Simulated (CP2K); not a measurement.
Runs of CP2K 2026.2 on AlSn. All rows change the cell; the cell of one of them follows. It takes space group P-6m2 (No. 187, hexagonal). Conventional cell: a = 4.198 Å, b = 4.198 Å, c = 3.439 Å, α = 90.00°, β = 90.00°, γ = 120.00°. Sn (site symmetry -6m2) is surrounded by 6 Al at 2.97 Å. Al (site symmetry -6m2) is surrounded by 6 Sn at 2.97 Å. The cell comes from a database or a generator and needn't be the stable form of this composition.

```csv
cell,gap on the mesh (eV),pressure (GPa)
strain_c = 0.04,none,-1.3
strain_c = -0.04,none,3.6
strain_c = 0.02,none,(a)
strain_c = 0,none,(b)
strain_c = 0.06,none,-2.2
strain_c = -0.02,none,2.2
```

Alike in all rows: task single point; level PBE; potentials or basis POTENTIAL_UZH Sn GTH-PBE-q4, Al GTH-PBE-q3; TZVP-MOLOPT-PBE-GTH basis; no spin polarisation; k mesh 7 × 7 × 8; smearing fermi-dirac 0.05 eV.

Task: Fill in the values left out.

Result: (a) -0.2; (b) 0.9.

Caveats: the basis of atomic orbitals isn't converged, which shifts pressures, moduli and gaps.

A k mesh can miss the band edges, and the runs leave out spin-orbit coupling on Sn.

A gap of «none» marks a metal or a gap under the smearing width.
